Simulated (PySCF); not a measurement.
**BH2I (BH2I): electronic structure in real space**

For BH2I (BH2I), the scripts below measure its response to a uniform field and compute its lowest excited states.

Method: levels as typed in each script, gas phase, geometry from GFN2-xTB; program: PySCF 2.14.0.

## (1) Where the work starts

4 atoms, charge 0, spin multiplicity 1.

Bond lengths: B1–H2 1.166 Å, B1–H3 1.166 Å, B1–I4 2.077 Å. Angles: H2–B1–H3 121.4°, H2–B1–I4 119.3°, H3–B1–I4 119.3°.

Geometry (Å):

```xyz
4
charge 0, multiplicity 1
B    -1.8156    0.0000    0.0000
H    -2.3863   -1.0172    0.0000
H    -2.3863    1.0171    0.0000
I     0.2613    0.0000    0.0000
```

## (2) Response to an electric field (PBE/def2-svpd)

Contents of input.py:

```python
import numpy as np
from pyscf import gto, scf, dft
from pyscf.scf import atom_ks, atom_hf
from scipy.linalg import block_diag

def solve(mol, dm0=None, hcore=None):
    mf = (dft.UKS if mol.spin else dft.RKS)(mol, xc='pbe')
    mf.grids.level = 3
    mf = mf.density_fit(auxbasis='def2-universal-jkfit')
    mf.conv_tol, mf.max_cycle = 1e-8, 80
    if hcore is not None:
        mf.get_hcore = lambda *args: hcore
    mf.kernel(dm0)
    if not mf.converged:
        mf = mf.newton().run(mf.mo_coeff, mf.mo_occ, max_cycle=30)
    assert mf.converged, 'SCF not converged'
    return mf

mol = gto.M(atom='''
B     -1.81561     0.00001     0.00000
H     -2.38629    -1.01716     0.00000
H     -2.38630     1.01713     0.00000
I      0.26133     0.00000     0.00000
''', basis='def2-svpd', ecp={'I': 'def2-svpd'}, charge=0, spin=0, verbose=4)
field = np.array([0.0, 0.005, 0.0])  # atomic units
mol.set_common_orig(mol.atom_charges() @ mol.atom_coords() / mol.atom_charges().sum())
mf = solve(mol)
out = dict(dm0=mf.make_rdm1(), d0=mf.dip_moment(unit='AU'), e0=mf.e_tot)
for name, sign in (('p', 1), ('m', -1)):
    h = mf.get_hcore() + sign * np.einsum('x,xij->ij', field, mol.intor('int1e_r'))
    mi = solve(mol, mf.make_rdm1(), h)
    out.update({'dm' + name: mi.make_rdm1(), 'd' + name: mi.dip_moment(unit='AU'), 'e' + name: mi.e_tot})
# spherically averaged free atoms, for the promolecule
atom_ks.AtomSphAverageRKS.init_guess_by_vsap = lambda self, mol=None: self.init_guess_by_minao(mol)  # core potentials
atm = atom_ks.get_atm_nrks(mol, xc='pbe')
pro = block_diag(*[(atm[a[0]][2] * atm[a[0]][3]) @ atm[a[0]][2].T for a in mol._atom])
np.savez('result.npz', pro=pro, **out)
```

Launch:

```bash
$ OMP_NUM_THREADS=1 python input.py
```

## (4) Excited states (M06-2X/def2-tzvp)

Contents of input.py:

```python
import numpy as np
from pyscf import gto, scf, dft, tdscf
from pyscf.scf import atom_ks, atom_hf
from scipy.linalg import block_diag

def solve(mol, dm0=None, hcore=None):
    mf = (dft.UKS if mol.spin else dft.RKS)(mol, xc='m062x')
    mf.grids.level = 3
    mf = mf.density_fit(auxbasis='def2-universal-jkfit')
    mf.conv_tol, mf.max_cycle = 1e-8, 80
    if hcore is not None:
        mf.get_hcore = lambda *args: hcore
    mf.kernel(dm0)
    if not mf.converged:
        mf = mf.newton().run(mf.mo_coeff, mf.mo_occ, max_cycle=30)
    assert mf.converged, 'SCF not converged'
    return mf

mol = gto.M(atom='''
B     -1.81561     0.00001     0.00000
H     -2.38629    -1.01716     0.00000
H     -2.38630     1.01713     0.00000
I      0.26133     0.00000     0.00000
''', basis='def2-tzvp', ecp={'I': 'def2-tzvp'}, charge=0, spin=0, verbose=4)
mf = solve(mol)
td = mf.TDA()
td.nstates, td.singlet, td.conv_tol = 5, True, 1e-5
td.kernel()
td.analyze()
x, y = np.array([p[0] for p in td.xy]), np.array([p[1] + 0 * p[0] for p in td.xy])
f, mu = td.oscillator_strength(), td.transition_dipole()
nto = [td.get_nto(state=i + 1, verbose=4) for i in range(len(td.e))]
# spherically averaged free atoms, for the promolecule
atom_ks.AtomSphAverageRKS.init_guess_by_vsap = lambda self, mol=None: self.init_guess_by_minao(mol)  # core potentials
atm = atom_ks.get_atm_nrks(mol, xc='m062x')
pro = block_diag(*[(atm[a[0]][2] * atm[a[0]][3]) @ atm[a[0]][2].T for a in mol._atom])
np.savez('result.npz', e=td.e, f=f, ok=td.converged, w=[n[0] for n in nto], nto=[n[1] for n in nto], x=x, y=y, c=mf.mo_coeff, occ=mf.mo_occ, eps=mf.mo_energy, pro=pro, mu=mu)
```

(Steps that only read results are left out.)

**Question.** What will these runs give? Wanted: polarisability along the field; lowest singlet excitation.

As calculated:

| quantity | value |
| --- | --- |
| polarisability along the field (PBE/def2-svpd) | 45.6 bohr³ |
| lowest singlet excitation (M06-2X/def2-tzvp) | 4.13 eV |

The geometry was not optimised at these levels.
